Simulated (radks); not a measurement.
**Mn⁺ in [Ar] 3d5 4s1: an all-electron calculation**

The task here is to estimate one member of a computed series from the others.

Method: non-relativistic Kohn-Sham, PBEsol, spin-polarised, spherical densities, point nucleus; open shells are filled with parallel spins first. Code: radks (a radial shooting solver on a logarithmic mesh, Libxc functionals) version 1.

### The atom as given

```
element       : manganese (Z = 25)
charge        : +1
electrons     : 24
configuration : [Ar] 3d5 4s1
```

Outer shells as boxes (Hund's rule):

Mn⁺
```
[Ar] core
3d [↑ ][↑ ][↑ ][↑ ][↑ ]
4s [↑ ]
```

The first run:

Settings of this run:

```text
Z 25
configuration [Ar] 3d5 4s1
relativity non-relativistic
functional pbe_sol,pbe_sol
spin polarised
nucleus point
```

Started as:

```console
> python run_ks.py task.json out
```

This one command runs every case of the session in turn.

One table of the session follows, with a row left open; its other results are not shown here.

It belongs to the step «Shells». From the orbitals of this run (lengths in bohr):

| level | <r> | outermost maximum (interpolated) | 90 % within | nodes |
| --- | --- | --- | --- | --- |
| 1s up | 0.06161 | 0.0406 | 0.110 | 0 |
| 1s down | 0.06161 | 0.0406 | 0.110 | 0 |
| 2s up | 0.2830 | 0.236 | 0.438 | 1 |
| 2s down | 0.2824 | 0.235 | 0.437 | 1 |
| 2p up | 0.2487 | 0.190 | 0.408 | 0 |
| 2p down | 0.2481 | 0.189 | 0.406 | 0 |
| 3s up | 0.8607 | 0.744 | 1.29 | 2 |
| 3s down | 0.8632 | 0.745 | 1.29 | 2 |
| 3p up | 0.9076 | 0.755 | 1.40 | 1 |
| 3p down | ? | ? | ? | ? |
| 3d up | 1.163 | 0.756 | 2.02 | 0 |
| 4s up | 2.755 | 2.36 | 4.09 | 3 |
| 3d down | 1.216 | 0.767 | 2.14 | 0 |

**Question.** Estimate the row for 3p down.

**Answer.** <r>: 0.9122; outermost maximum (interpolated): 0.757; 90 % within: 1.41; nodes: 1. In the column «<r>» it lies between 3p up (0.9076) and 3d up (1.163).

Limits of these values: Open shells are spherical and high-spin; term and fine-structure splittings are not resolved.
